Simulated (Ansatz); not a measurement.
Consider a frozen displacement of one atom of In₂Au, space group Fm-3m (the Python package of Ansatz (0.2.0)).

`in2au.py`:
```python
"""Energy and force of In2Au as one atom is pushed off its site."""

import warnings

import ansatz as az
import numpy as np


def main() -> None:
    warnings.simplefilter("ignore", az.DeckWarning)

    system = (
        az.Lattice.of((0.0, 3.251, 3.251), (3.251, 0.0, 3.251), (3.251, 3.251, 0.0))
        .atom("In", (0.25, 0.25, 0.25))
        .atom("In", (0.75, 0.75, 0.75))
        .atom("Au", (0.0, 0.0, 0.0))
    )

    inverse = np.linalg.inv(np.array(system.lattice.vectors))
    home = np.array(system.sites[2].position)
    values = np.linspace(-0.1, 0.1, 5)
    energies, pulls = [], []
    for shift in values:
        moved = system.move(2, to=home + shift * inverse[2])
        base = (
            moved.calculation()
            .kpoints(6, 6, 6)
            .functional(az.Functional.PBESOL)
            .occupations("fermi_dirac", width=0.1)
            .forces()
        )
        data = base.run(threads=1, pin="off").report
        energies.append(data["free_energy_ev"])
        pulls.append(data["forces_ev_ang"][2][2])

    # the force is minus the slope of the free energy
    print("shift (A)   dE (eV)   force along z (eV/A)")
    for shift, e, f in zip(values, energies, pulls):
        print(f"{shift:8.3f} {e - energies[2]:10.5f} {f:12.4f}")
    print(f"stiffness from energies {2 * np.polyfit(values, energies, 2)[0]:.3f}, from forces {-np.polyfit(values, pulls, 1)[0]:.3f} eV/A^2")


if __name__ == "__main__":
    main()
```

How stiff is this displacement, and do energies and forces agree?

The curvature of the energy gives 6.248 eV/Å² and the slope of the force 6.246 eV/Å², a positive curvature.

What the script printed:

```console
$ python in2au.py
shift (A)   dE (eV)   force along z (eV/A)
  -0.100    0.03124       0.6245
  -0.050    0.00781       0.3125
   0.000    0.00000      -0.0000
   0.050    0.00781      -0.3125
   0.100    0.03124      -0.6245
stiffness from energies 6.248, from forces 6.246 eV/A^2
```

Reading the output:
- The mesh is modest for a metal, so energies can be off by several to tens of meV an atom and pressures by half a GPa or more; differences at equal mesh fare better.
- In a metal a curvature from energy changes of a few meV or less hangs on mesh and smearing, in size and even in sign.
- Spin-orbit coupling, which matters for elements this heavy, is left out.
- The structure is a deposited one; some such entries were measured under pressure or heat, so a shift against it needn't be the functional's error alone.
- All periodic images of the atom move with it, so the curvature is one diagonal element of the zone-centre force constants and no normal mode; a positive value doesn't exclude soft modes in which several atoms move.
- The whole script took 10 s on 1 thread of Intel(R) Xeon(R) 6975P-C (Granite Rapids), with other jobs on the host, peak memory 0.47 GiB.

(Lines on the test bed's own set-up are left out of the output.)
